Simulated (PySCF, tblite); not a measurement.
# C₁₉H₁₄F₃S+: electronic excitations, NMR shifts

What do calculations give for the electronic excitations, NMR shifts of C₁₉H₁₄F₃S+ (`FC(F)(F)c1ccccc1[S+](c1ccccc1)c1ccccc1`)?

Computed with tblite 0.8.0 and PySCF 2.14.0 and routines of our own; the level stands in each step. Atoms count from 0.

### Step 1. The starting structure

37 atoms, charge 1, multiplicity 1; geometry from: force field, distance geometry or constructed start.

### Step 2. Optimising the geometry with GFN2-xTB

The job: settings as JSON, then the geometry in Å.

```
{"job": {"kind": "relax", "xc": "GFN2-xTB", "basis": "xTB"}, "charge": 1, "multiplicity": 1}
F     -0.315800     0.045100    -3.808100
C     -1.131100     0.967800    -3.212400
F     -2.018000     1.330100    -4.171100
F     -0.365500     2.079000    -3.001700
C     -1.795000     0.444400    -1.948200
C     -3.207200     0.391500    -1.911600
C     -3.874100    -0.073500    -0.784600
C     -3.143500    -0.494400     0.323900
C     -1.749000    -0.453400     0.298000
C     -1.055600     0.013700    -0.827600
S      0.761700     0.099600    -0.893900
C      0.927000     1.324700     0.430000
C      1.189800     2.642300     0.024000
C      1.338400     3.671700     0.948300
C      1.215600     3.406200     2.310800
C      0.955000     2.101800     2.741900
C      0.813600     1.072300     1.802100
C      1.233800    -1.424500    -0.054400
C      2.419800    -1.471300     0.696500
C      2.848500    -2.663400     1.291100
C      2.109700    -3.829100     1.109800
C      0.967400    -3.812500     0.314800
C      0.549300    -2.616000    -0.271600
H     -3.795400     0.716700    -2.767600
H     -4.960300    -0.105200    -0.764300
H     -3.667600    -0.864000     1.210000
H     -1.223300    -0.796900     1.180400
H      1.287200     2.876300    -1.038600
H      1.539400     4.685100     0.609600
H      1.329500     4.201600     3.041100
H      0.867900     1.886100     3.795800
H      0.610900     0.073200     2.175900
H      3.033700    -0.583300     0.814500
H      3.761100    -2.680600     1.881300
H      2.446400    -4.760100     1.559900
H      0.412300    -4.729100     0.137900
H     -0.323900    -2.650100    -0.934800
```

Command:

```bash
OMP_NUM_THREADS=1 python large_run.py task.json out
```

The driver reads the jobs from task.json and runs them one after another.

What it wrote:

```text
step      E/eV     max force
  0   -1763.24828    1.373
  1   -1763.36905    0.677
  2   -1763.42589    0.560
  3   -1763.44732    0.286
  4   -1763.45750    0.209
  5   -1763.46392    0.176
  6   -1763.47124    0.279
  7   -1763.47754    0.306
  8   -1763.48297    0.207
  9   -1763.48687    0.131
 10   -1763.49008    0.121
 11   -1763.49315    0.152
 12   -1763.49643    0.159
 13   -1763.49995    0.115
 14   -1763.50348    0.106
 15   -1763.50682    0.112
 16   -1763.50981    0.108
 17   -1763.51204    0.085
 18   -1763.51339    0.067
 19   -1763.51424    0.065
 20   -1763.51488    0.067
 21   -1763.51540    0.040
 22   -1763.51580    0.042
 23   -1763.51613    0.037
 24   -1763.51645    0.049
 25   -1763.51677    0.042
 26   -1763.51705    0.028
 27   -1763.51727    0.035
 28   -1763.51750    0.033
 29   -1763.51774    0.031
 30   -1763.51792    0.022
 31   -1763.51804    0.020
```

It took 1.5 s on 1 thread of Arm Neoverse N1, shared host; peak memory 0.18 GiB.

Along the way:

```
step  energy from step 0 (eV)  largest force (eV/Å)
   0                   0.0000                1.3729
   1                  -0.1208                0.6778
   2                  -0.1776                0.5600
   3                  -0.1990                0.2863
   4                  -0.2092                0.2092
   5                  -0.2156                0.1764
   6                  -0.2230                0.2794
   7                  -0.2293                0.3061
   8                  -0.2347                0.2070
   9                  -0.2386                0.1310
  11                  -0.2449                0.1522
  13                  -0.2517                0.1159
  14                  -0.2552                0.1060
  16                  -0.2615                0.1084
  18                  -0.2651                0.0668
  20                  -0.2666                0.0672
  21                  -0.2671                0.0404
  23                  -0.2678                0.0375
  25                  -0.2685                0.0418
  27                  -0.2690                0.0350
  28                  -0.2692                0.0328
  29                  -0.2695                0.0308
  30                  -0.2696                0.0225
  31                  -0.2698                0.0201
```

Close pairs (by a distance rule), those that changed most:

```
   bond  before (Å)  after (Å)  change (Å)
  C1–F2       1.355      1.323      -0.032
  C4–C5       1.414      1.388      -0.026
  F0–C1       1.368      1.346      -0.022
  C8–C9       1.402      1.384      -0.018
C22–H36       1.097      1.079      -0.018
C17–C18       1.405      1.387      -0.018
C11–C12       1.404      1.386      -0.017
C15–C16       1.401      1.385      -0.016
```

The end geometry stands in the next job.

### Step 3. Electronic excitations: TDA PBE0/def2-SVP

The job: settings as JSON, then the geometry in Å.

```
{"job": {"kind": "uv", "basis": "def2-SVP", "grid": 1, "kgrid": 0, "vcut": 1.5, "nstates": 6, "ntriplets": 2, "tda": true, "delta": [], "pop": true, "xc": "PBE0"}, "charge": 1, "multiplicity": 1}
F     -0.254529    -0.012874    -3.636224
C     -1.081330     0.928319    -3.144023
F     -1.886115     1.307919    -4.123635
F     -0.295663     1.982715    -2.838646
C     -1.816181     0.426843    -1.925749
C     -3.203429     0.386911    -1.905791
C     -3.862771    -0.077482    -0.779067
C     -3.141903    -0.508911     0.321737
C     -1.756756    -0.474051     0.307445
C     -1.094973    -0.004820    -0.813901
S      0.713035     0.110412    -0.860484
C      0.932078     1.353105     0.436628
C      1.193585     2.640785    -0.004754
C      1.333408     3.654150     0.929331
C      1.214392     3.374807     2.281138
C      0.965366     2.078885     2.705567
C      0.821504     1.054601     1.784864
C      1.214579    -1.424080    -0.058232
C      2.385765    -1.424037     0.684589
C      2.817322    -2.609888     1.254586
C      2.098503    -3.778824     1.060872
C      0.948622    -3.768964     0.287499
C      0.502793    -2.590585    -0.288442
H     -3.756553     0.719123    -2.770541
H     -4.940291    -0.101834    -0.766835
H     -3.653525    -0.875930     1.197523
H     -1.202562    -0.821034     1.163787
H      1.280634     2.847227    -1.059513
H      1.537647     4.658846     0.596029
H      1.321288     4.165891     3.006600
H      0.883460     1.857890     3.757986
H      0.646270     0.046212     2.125583
H      2.951148    -0.514987     0.820242
H      3.719305    -2.616053     1.845356
H      2.444744    -4.701684     1.498426
H      0.396001    -4.680054     0.122996
H     -0.382016    -2.586701    -0.905981
```

Level: TDA PBE0/def2-SVP, vertical, gas phase, core orbitals frozen in the response, virtual orbitals cut by energy.

What it wrote:

```text
start: PBE on a coarse grid of 32221 points
cycle   1  E = -1427.0891405499  dE =  3.900e+00  |g| = 1.185e+00  |ddm| = 8.600e+00
cycle   2  E = -1425.7006321271  dE =  1.389e+00  |g| = 2.720e+00  |ddm| = 4.882e+00
cycle   3  E = -1427.3071485649  dE = -1.607e+00  |g| = 5.711e-01  |ddm| = 4.206e+00
cycle   4  E = -1427.3925301437  dE = -8.538e-02  |g| = 2.189e-01  |ddm| = 1.033e+00
cycle   5  E = -1427.4045368397  dE = -1.201e-02  |g| = 8.365e-02  |ddm| = 3.284e-01
cycle   6  E = -1427.4061455688  dE = -1.609e-03  |g| = 3.481e-02  |ddm| = 1.492e-01
cycle   7  E = -1427.4064764876  dE = -3.309e-04  |g| = 9.125e-03  |ddm| = 5.269e-02
final grid: 141021 points
cycle   8  E = -1427.7557371275  dE = -1.096e-02  |g| = 8.178e-02  |ddm| = 1.290e+00
cycle   9  E = -1427.7546273073  dE =  1.110e-03  |g| = 1.122e-01  |ddm| = 1.973e-01
cycle  10  E = -1427.7571202899  dE = -2.493e-03  |g| = 1.716e-02  |ddm| = 1.288e-01
cycle  11  E = -1427.7571913599  dE = -7.107e-05  |g| = 5.595e-03  |ddm| = 2.568e-02
cycle  12  E = -1427.7571985369  dE = -7.177e-06  |g| = 1.530e-03  |ddm| = 9.126e-03
cycle  13  E = -1427.7571997551  dE = -1.218e-06  |g| = 8.155e-04  |ddm| = 3.190e-03
cycle  14  E = -1427.7571996458  dE =  1.092e-07  |g| = 2.208e-04  |ddm| = 1.311e-03
cycle  15  E = -1427.7572008274  dE = -1.182e-06  |g| = 5.645e-05  |ddm| = 4.562e-04
converged SCF energy = -1427.7572008274

Static polarisability (au): isotropic 206.674, principal 158.487 227.418 234.118

Singlet excitations
state   eV       nm        f      main configurations
  1   4.8859    253.8   0.01432   H->L 0.91
  2   4.9657    249.7   0.00162   H-1->L 0.91
  3   5.0758    244.3   0.05492   H-2->L 0.85
  4   5.2173    237.6   0.04403   H-3->L 0.79
  5   5.3199    233.1   0.02118   H-4->L 0.54
  6   5.3715    230.8   0.03353   H-1->L+1 0.34, H->L+2 0.22, H-3->L+2 0.09

Triplet excitations (Tamm-Dancoff, eV): 3.9007 4.0488
```

Run time: 2.7 min. Hardware: 1 thread of Arm Neoverse N1, shared host; peak memory 0.75 GiB.

Frontier orbitals and where they lie:

```
orbital      eV                         atoms
 HOMO−4  -11.64     C4 27 %, C7 27 %, C8 18 %
 HOMO−3  -11.34  C18 17 %, C21 17 %, C13 10 %
 HOMO−2  -11.22   C15 24 %, C12 22 %, C11 8 %
 HOMO−1  -11.15  C20 19 %, C19 17 %, C17 17 %
   HOMO  -11.03  C13 16 %, C16 14 %, C21 13 %
   LUMO   -5.30    C6 16 %, C9 16 %, S10 11 %
 LUMO+1   -4.63    S10 19 %, C11 14 %, C9 9 %
 LUMO+2   -4.56  C20 21 %, C17 19 %, C22 11 %
 LUMO+3   -4.51     C7 22 %, C5 18 %, C4 16 %
```

With each of the 6 states as a Gaussian band of 0.4 eV half-width at 1/e, the curve within the window shown has maxima at 239 nm (ε 6,100) L/(mol cm). Beyond the last state computed it falls off for lack of states. The curve at chosen wavelengths:

(nm, ε (L/mol/cm)): (219, 1918), (222, 2705), (225, 3561), (227, 4128), (230, 4908), (233, 5528), (236, 5927), (239, 6073), (241, 6031), (244, 5779), (247, 5342), (250, 4776), (253, 4141), (255, 3706), (258, 3068), (261, 2476), (264, 1953), (267, 1507), (269, 1253), (272, 935), (275, 686), (278, 494), (281, 350), (283, 276), (286, 191), (289, 131)

Leading natural transition orbitals of singlet state 3: the hole lies on C12, C15 about 19 % each; 4 C atoms about 7 % each; the particle on C6, C9 about 12 % each; S10 13 %; C4, C8, C11 about 8 % each.

Leading natural transition orbitals of singlet state 1: the hole lies on 4 C atoms about 12 % each; C11, C17, C20 about 7 % each; the particle on C6, C9 about 14 % each; S10 13 %; C4, C8 about 9 % each.

Ground-state properties from the same run:

```
           property  computed
polarisability (Å³)     30.63
 HOMO–LUMO gap (eV)      5.74
      −ε(HOMO) (eV)     11.03
```

The fields below are evaluated on a grid from the run's orbitals.

Frontier orbitals at PBE0/def2-SVP, with the share of their density that lies nearest to each atom:

```
orbital  energy (eV)                                                           lies on
   HOMO       -11.03  C13, C16, C21 about 13 % each; C18 11 %; C11, C14 about 7 % each
   LUMO        -5.30           C6, C9 about 14 % each; S10 10 %; C4, C8 about 9 % each
```

ELF in a plane through or near 10 of the atoms.

Values, 10 rows by 14 columns:
```
0.00 0.00 0.00 0.00 0.00 0.00 0.00 0.00 0.00 0.00 0.00 0.00 0.00 0.00
0.00 0.00 0.00 0.00 0.00 0.02 0.11 0.00 0.00 0.00 0.00 0.00 0.00 0.00
0.00 0.00 0.00 0.00 0.00 0.46 0.86 0.62 0.20 0.00 0.00 0.00 0.00 0.00
0.00 0.00 0.00 0.00 0.00 0.27 0.53 0.49 0.04 0.00 0.00 0.00 0.00 0.00
0.00 0.00 0.00 0.00 0.00 0.00 0.40 0.39 0.19 0.81 0.35 0.02 0.00 0.00
0.00 0.00 0.00 0.04 0.60 0.78 0.90 0.58 0.52 0.46 0.82 1.00 0.90 0.00
0.00 0.00 0.79 0.80 0.59 0.49 0.15 0.56 0.34 0.48 0.47 0.66 0.13 0.00
0.00 0.00 0.00 0.00 0.01 0.00 0.01 0.78 0.05 0.82 0.24 0.28 0.07 0.00
0.00 0.00 0.00 0.00 0.00 0.00 0.00 0.00 0.00 0.06 0.00 0.00 0.00 0.00
0.00 0.00 0.00 0.00 0.00 0.00 0.00 0.00 0.00 0.00 0.00 0.00 0.00 0.00
```
The map spans 14.9 Å across and 15.4 Å up, centred on the molecule. Atoms in the plane (x, y in Å): C4 (-2.5, -1.0), C11 (0.2, 1.6), C13 (-0.5, 3.9), C17 (1.5, -0.8), C18 (2.7, -0.1), C19 (3.9, -0.8), C22 (1.5, -2.2), H28 (-1.0, 4.8), H33 (4.8, -0.3), H36 (0.5, -2.7).

On the surface of density 0.002 e/bohr³ the electrostatic potential runs, from the 1st to the 99th percentile, from 2.01 V near F2 to 4.40 V near H26.

### Step 4. NMR shifts: GIAO KT3/pcSseg-1

The job, as its differences from that of step 3:

```diff
@@ -1,2 +1,2 @@
-{"job": {"kind": "uv", "basis": "def2-SVP", "grid": 1, "kgrid": 0, "vcut": 1.5, "nstates": 6, "ntriplets": 2, "tda": true, "delta": [], "pop": true, "xc": "PBE0"}, "charge": 1, "multiplicity": 1}
+{"job": {"kind": "nmr", "xc": "KT3", "basis": "pcSseg-1", "pop": false}, "charge": 1, "multiplicity": 1}
 F     -0.254529    -0.012874    -3.636224
```

With the program's defaults for keys left out, this is: GIAO KT3/pcSseg-1 NMR shielding, non-relativistic, gas phase.

What it wrote:

```text
start: PBE on a coarse grid of 32221 points
cycle   1  E = -1427.8860374641  dE =  4.081e+00  |g| = 1.216e+00  |ddm| = 6.737e+00
cycle   2  E = -1426.4426275019  dE =  1.443e+00  |g| = 2.803e+00  |ddm| = 4.547e+00
cycle   3  E = -1428.0975570215  dE = -1.655e+00  |g| = 5.989e-01  |ddm| = 4.075e+00
cycle   4  E = -1428.1894637961  dE = -9.191e-02  |g| = 2.335e-01  |ddm| = 1.005e+00
cycle   5  E = -1428.2027414429  dE = -1.328e-02  |g| = 8.956e-02  |ddm| = 3.240e-01
cycle   6  E = -1428.2044969830  dE = -1.756e-03  |g| = 3.627e-02  |ddm| = 1.432e-01
cycle   7  E = -1428.2048347756  dE = -3.378e-04  |g| = 1.103e-02  |ddm| = 4.882e-02
cycle   8  E = -1428.2048634621  dE = -2.869e-05  |g| = 3.392e-03  |ddm| = 1.494e-02
final grid: 298184 points
cycle   9  E = -1448.2660012795  dE = -5.097e-02  |g| = 2.943e-01  |ddm| = 1.298e+00
cycle  10  E = -1448.2473056542  dE =  1.870e-02  |g| = 4.462e-01  |ddm| = 6.389e-01
cycle  11  E = -1448.2762028813  dE = -2.890e-02  |g| = 5.387e-02  |ddm| = 4.168e-01
cycle  12  E = -1448.2765954759  dE = -3.926e-04  |g| = 2.645e-02  |ddm| = 8.097e-02
cycle  13  E = -1448.2767746873  dE = -1.792e-04  |g| = 7.822e-03  |ddm| = 3.778e-02
cycle  14  E = -1448.2767913397  dE = -1.665e-05  |g| = 2.234e-03  |ddm| = 1.194e-02
cycle  15  E = -1448.2767931186  dE = -1.779e-06  |g| = 8.668e-04  |ddm| = 3.426e-03
cycle  16  E = -1448.2767928162  dE =  3.024e-07  |g| = 3.670e-04  |ddm| = 1.245e-03
cycle  17  E = -1448.2767927595  dE =  5.677e-08  |g| = 6.295e-05  |ddm| = 4.701e-04
converged SCF energy = -1448.2767927595

GIAO shielding tensors (ppm)
atom      isotropic    diamagn.    paramagn.     s11        s22        s33       span
  0 F      219.481     482.015    -262.534    150.897    202.967    304.579    153.682
  1 C       55.225     249.645    -194.420     44.376     53.204     68.094     23.718
  2 F      254.165     467.931    -213.766    180.421    252.184    329.889    149.468
  3 F      214.076     484.544    -270.468    140.151    205.772    296.305    156.154
  4 C       56.044     260.909    -204.864    -22.972     41.441    149.664    172.637
  5 C       61.840     242.955    -181.115    -27.690     39.543    173.667    201.357
  6 C       54.446     254.452    -200.006    -42.704     29.086    176.957    219.661
  7 C       55.244     252.386    -197.142    -42.511     36.428    171.815    214.326
  8 C       60.856     255.467    -194.611    -26.041     34.132    174.478    200.518
  9 C       56.211     271.286    -215.075    -10.409     50.196    128.847    139.257
 10 S      359.412    1066.692    -707.280    286.287    382.798    409.150    122.863
 11 C       56.046     270.727    -214.681    -15.513     61.958    121.692    137.205
 12 C       57.981     248.555    -190.574    -37.027     46.444    164.524    201.551
 13 C       57.705     253.257    -195.553    -38.133     39.421    171.826    209.959
 14 C       53.919     252.878    -198.959    -46.747     32.008    176.496    223.244
 15 C       56.750     252.387    -195.637    -41.855     40.399    171.706    213.561
 16 C       65.396     255.743    -190.347    -22.294     43.925    174.558    196.852
 17 C       62.190     269.668    -207.478    -14.336     79.414    121.494    135.830
 18 C       60.747     251.402    -190.655    -34.112     42.941    173.411    207.524
 19 C       58.537     252.261    -193.724    -38.874     41.092    173.394    212.267
 20 C       54.989     252.091    -197.102    -44.316     32.190    177.092    221.407
 21 C       58.001     252.451    -194.450    -40.119     41.075    173.046    213.165
 22 C       60.914     252.384    -191.470    -32.789     42.546    172.984    205.772
 23 H       23.580      30.076      -6.495     18.605     23.606     28.529      9.925
 24 H       23.737      27.935      -4.198     20.029     25.278     25.903      5.874
 25 H       23.851      31.771      -7.920     19.969     23.794     27.791      7.821
 26 H       24.184      37.975     -13.790     20.744     21.177     30.632      9.888
 27 H       23.688      34.399     -10.711     18.476     23.083     29.504     11.027
 28 H       23.884      28.586      -4.702     20.001     24.392     27.259      7.258
 29 H       23.760      27.610      -3.850     20.267     25.118     25.896      5.629
 30 H       23.898      31.016      -7.117     20.021     23.602     28.072      8.051
 31 H       24.284      37.428     -13.144     19.735     22.172     30.944     11.210
 32 H       24.283      34.330     -10.047     19.926     21.808     31.116     11.190
 33 H       23.812      28.598      -4.785     20.181     23.966     27.290      7.109
 34 H       23.692      26.903      -3.211     20.399     25.041     25.637      5.238
 35 H       23.867      29.406      -5.538     20.130     23.827     27.644      7.514
 36 H       24.615      35.198     -10.584     20.018     21.996     31.831     11.814
```

It took 2 min on 1 thread of Arm Neoverse N1, shared host; peak memory 0.69 GiB.

Shifts follow as δ = σ(reference) − σ, with reference shieldings (ppm) from runs at the same level and on the same kind of geometry: $^{1}$H TMS 31.76, $^{13}$C TMS 184.7, $^{19}$F CFCl3 142.4. The references are single molecules in the gas phase, so shifts against H2O, NH3, PH3, H3PO4 or CFCl3 are not on the usual liquid scales and can be off by tens of ppm. Atoms listed in one row are averaged.

```
             atoms                     environment  σ (ppm)  δ (ppm)
                C6                     aromatic CH     54.4    130.3
          C14, C20                     aromatic CH     54.5    130.3
                C1                      CF3 carbon     55.2    129.5
                C7                     aromatic CH     55.2    129.5
                C4     substituted aromatic carbon     56.0    128.7
                C9  aromatic carbon bearing sulfur     56.2    128.5
C13, C15, C19, C21                     aromatic CH     57.7    127.0
          C11, C17  aromatic carbon bearing sulfur     59.1    125.6
                C8                     aromatic CH     60.9    123.9
C12, C16, C18, C22                     aromatic CH     61.3    123.5
                C5                     aromatic CH     61.8    122.9
               H23      hydrogen on an aromatic CH    23.58     8.18
          H29, H34      hydrogen on an aromatic CH    23.73     8.03
               H24      hydrogen on an aromatic CH    23.74     8.02
               H25      hydrogen on an aromatic CH    23.85     7.91
H28, H30, H33, H35      hydrogen on an aromatic CH    23.87     7.89
               H26      hydrogen on an aromatic CH    24.18     7.58
H27, H31, H32, H36      hydrogen on an aromatic CH    24.22     7.54
        F0, F2, F3         fluorine of a CF3 group    229.2    -86.9
               S10            sulfur bonded to 3 C      359        –
```

Ring of atoms C4, C5, C6, C7, C8, C9: NICS(0) -9.2, NICS(1) -10.8, NICS(1)zz -25.8 ppm (means of both faces).

Ring of atoms C11, C12, C13, C14, C15, C16: NICS(0) -8.9, NICS(1) -10.7, NICS(1)zz -26.3 ppm (means of both faces).

### Step 5. What came out

| quantity | value |
| --- | --- |
| lowest singlet (PBE0/def2-SVP) | 4.89 eV (254 nm), f = 0.014 |
| brightest single state of those computed | state 3, 5.08 eV, f = 0.055 |
| lowest triplet | 3.90 eV |
| $^{13}$C shifts against TMS (KT3/pcSseg-1, means over atoms taken as alike) | 130.3, 130.3, 129.5, 129.5, 128.7, 128.5, 127.0, 125.6, 123.9, 123.5, 122.9 ppm |
| $^{1}$H shifts against TMS (KT3/pcSseg-1, means over atoms taken as alike) | 8.18, 8.03, 8.02, 7.91, 7.89, 7.58, 7.54 ppm |
| $^{19}$F shifts against CFCl3 (KT3/pcSseg-1, means over atoms taken as alike) | -86.9 ppm |
| shieldings of S (KT3/pcSseg-1) | S10 359.4 ppm |

In words: The first singlet state (HOMO→LUMO 0.91) lies at 4.89 eV and is weak; of the 6 states computed, the strongest absorption comes from state 3 at 5.08 eV (the last state computed is bright too, and its partners may lie past the list). The lowest triplet lies 0.99 eV below the lowest singlet. By nearest atom (PBE0/def2-SVP), the HOMO sits on C13, C16, C21 about 13 % each; C18 11 % and the LUMO on C6, C9 about 14 % each; S10 10 %. NICS(1)zz of -26 ppm above the planar ring from C4 marks a diatropic (aromatic) ring current. NICS(1)zz of -26 ppm above the planar ring from C11 marks a diatropic (aromatic) ring current.
